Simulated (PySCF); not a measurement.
# One shape, several levels: GeSiH6O (SMILES [SiH3][O][GeH3])

We compute a comparison of 6 runs (B3LYP/def2-SVP, M06-2X/def2-SVP, PBE/def2-SVP, r2SCAN/def2-SVP, wB97X/def2-SVP, SCS-MP2/def2-SVP) of GeSiH6O. Input form: a Python script.

Program for the calculation: PySCF 2.14.0.

1 further run of the same task is left out (set aside as unsound or not needed).

**1. Starting point**

The species is GeSiH6O (9 atoms), meant as a singlet with charge 0. SMILES: `[SiH3][O][GeH3]`. Geometry: relaxed at PBE0-D4/def2-TZVP.

Bond lengths: Si1–O2 1.633 Å, O2–Ge3 1.776 Å, Si1–H4 1.490 Å, Si1–H5 1.484 Å, Si1–H6 1.490 Å, Ge3–H7 1.532 Å, Ge3–H8 1.538 Å, Ge3–H9 1.538 Å. Some angles: Si1–O2–Ge3 134.7°, O2–Si1–H4 111.0°, O2–Si1–H5 108.2°, O2–Si1–H6 111.0°, O2–Ge3–H7 105.5°, O2–Ge3–H8 108.4°, O2–Ge3–H9 108.4°, H4–Si1–H5 109.4°, H4–Si1–H6 107.8°, H5–Si1–H6 109.4°.

**2. A single-point energy at B3LYP/def2-SVP (run 1)**

File run.py:

```python
# [SiH3][O][GeH3]
from pyscf import gto, dft

molecule = gto.M(
    atom=[
    ('Si', (-0.686600, 1.033100, -0.921400)),
    ('O', (0.592700, 0.201900, -0.339400)),
    ('Ge', (0.809800, -1.049500, 0.901700)),
    ('H', (-1.697500, 0.113200, -1.514500)),
    ('H', (-0.195800, 1.964800, -1.966700)),
    ('H', (-1.355600, 1.810800, 0.159300)),
    ('H', (2.310800, -1.355600, 0.917000)),
    ('H', (-0.018800, -2.280500, 0.498400)),
    ('H', (0.329300, -0.484400, 2.248700)),
],
    verbose=3,
    basis='def2-svp',
    max_memory=1860,
)

myscf = dft.RKS(molecule)
myscf.xc = 'b3lyp'
myscf.grids.level = 5
myscf.conv_tol = 1e-10
myscf.kernel()
if not myscf.converged:
    myscf = myscf.newton().run(myscf.mo_coeff, myscf.mo_occ)

energy = myscf.e_tot
print('E(%s) = %.9f' % ('B3LYP', energy))
```

On the command line:

```
$ OMP_NUM_THREADS=1 python run.py
```

The log of the run:

```text
converged SCF energy = -2445.02036501831
E(B3LYP) = -2445.020365018
```

Wall time 21 s (1 thread of Intel Xeon at 2.70GHz, shared host); peak memory 0.49 GiB.

**3. A single-point energy at M06-2X/def2-SVP (run 2)**

File run.py:

```python
from pyscf import gto, dft

mol = gto.Mole()
mol.atom = '''
Si  -0.686600   1.033100  -0.921400
O    0.592700   0.201900  -0.339400
Ge   0.809800  -1.049500   0.901700
H   -1.697500   0.113200  -1.514500
H   -0.195800   1.964800  -1.966700
H   -1.355600   1.810800   0.159300
H    2.310800  -1.355600   0.917000
H   -0.018800  -2.280500   0.498400
H    0.329300  -0.484400   2.248700
'''
mol.max_memory = 1860
mol.verbose = 4
mol.basis = 'def2-svp'
mol.build()

myscf = dft.RKS(mol, xc='m06-2x')
myscf.grids.level = 5
myscf.conv_tol = 1e-10
myscf.kernel()
if not myscf.converged:
    myscf = myscf.newton().run(myscf.mo_coeff, myscf.mo_occ)

etot = myscf.e_tot
print('Final energy', etot)
```

On the command line:

```
$ OMP_NUM_THREADS=1 python run.py
```

The log of the run:

```text
PySCF version 2.14.0

[... 78 lines left out ...]
converged SCF energy = -2444.89894550227
Final energy -2444.8989455022675
```

It took 35 s on 1 thread of Intel Xeon at 2.70GHz, shared host; peak memory 0.5 GiB.

Runs 3 to 5 aren't shown in full; the table further down has their settings and results.

**4. The energy at SCS-MP2/def2-SVP (run 6)**

File input.py:

```python
from pyscf import gto, scf, mp

mol = gto.M(
    atom='''
Si    -1.297486     1.952276    -1.741194
O      1.120041     0.381536    -0.641373
Ge     1.530300    -1.983268     1.703966
H     -3.207810     0.213917    -2.861990
H     -0.370008     3.712934    -3.716524
H     -2.561713     3.421916     0.301033
H      4.366779    -2.561713     1.732879
H     -0.035527    -4.309520     0.941840
H      0.622287    -0.915383     4.249427
''',
    verbose=4,
    spin=0,
    unit='bohr',
    basis='def2-svp',
    max_memory=1860,
)

mf = scf.RHF(mol)
mf.conv_tol = 1e-10
mf.kernel()
if not mf.converged:
    mf = mf.newton().run(mf.mo_coeff, mf.mo_occ)

pt = mp.MP2(mf, frozen=15).run()
energy = mf.e_tot + 1.2 * pt.e_corr_os + pt.e_corr_ss / 3
print('Final energy', energy)
```

On the command line:

```
$ OMP_NUM_THREADS=1 python input.py
```

The log of the run:

```text
PySCF version 2.14.0

[... 63 lines left out ...]
converged SCF energy = -2442.28947902722
[... 1 line left out ...]
******** <class 'pyscf.mp.mp2.RMP2'> ********
nocc = 15, nmo = 79
frozen orbitals 15
E(RMP2) = -2442.81172469284  E_corr = -0.522245665621014
E(SCS-RMP2) = -2442.80474908196  E_corr = -0.515270054738431
E_corr(same-spin) = -0.128567012315522
E_corr(oppo-spin) = -0.393678653305492
Final energy -2442.8047490819617
```

It took 2.6 s on 1 thread of Intel Xeon at 2.70GHz, shared host; peak memory 0.23 GiB.

**5. Overview of the runs**

```
run             level  integration grid  frozen core orbitals   energy (Eh)  dipole moment (D) of the reference  HOMO energy (eV)  LUMO energy (eV)  wall time
  1    B3LYP/def2-SVP                 5                     –  -2445.020365                                1.29             -8.11             -0.10       21 s
  2   M06-2X/def2-SVP                 5                     –  -2444.898946                                1.29             -9.79              0.98       35 s
  3      PBE/def2-SVP                 5                     –  -2444.381473                                1.23             -6.88             -0.80       23 s
  4   r2SCAN/def2-SVP                 5                     –  -2444.876063                                1.29             -7.27             -0.46       34 s
  5    wB97X/def2-SVP                 5                     –  -2444.968830                                1.32            -10.77              2.19       31 s
  6  SCS-MP2/def2-SVP                 –                    15  -2442.804749                                1.43            -12.03              3.43      2.6 s
```

**6. What came out**

| quantity | value |
| --- | --- |
| run 6: total energy | -2442.80475 Eh |
| run 6: dipole moment (Hartree–Fock density) | 1.43 D |
| run 6: HOMO energy (Hartree–Fock orbitals) | -12.03 eV |
| run 6: LUMO energy (Hartree–Fock orbitals) | 3.43 eV |
| run 6: HOMO–LUMO gap (Hartree–Fock orbitals) | 15.46 eV |
| run 6: correlation energy (15 core orbitals frozen) | -515.3 mEh |

What this shows: Over runs 1, 2, 3, 4, 5 the dipole moment (its size) runs from 1.23 D (PBE/def2-SVP) to 1.32 D (wB97X/def2-SVP). Over runs 1, 2, 3, 4, 5 the HOMO–LUMO gap runs from 6.07 eV (PBE/def2-SVP) to 12.95 eV (wB97X/def2-SVP). Totals of different functionals can't be ranked against each other. All runs together took 2.5 min, the longest 35 s.
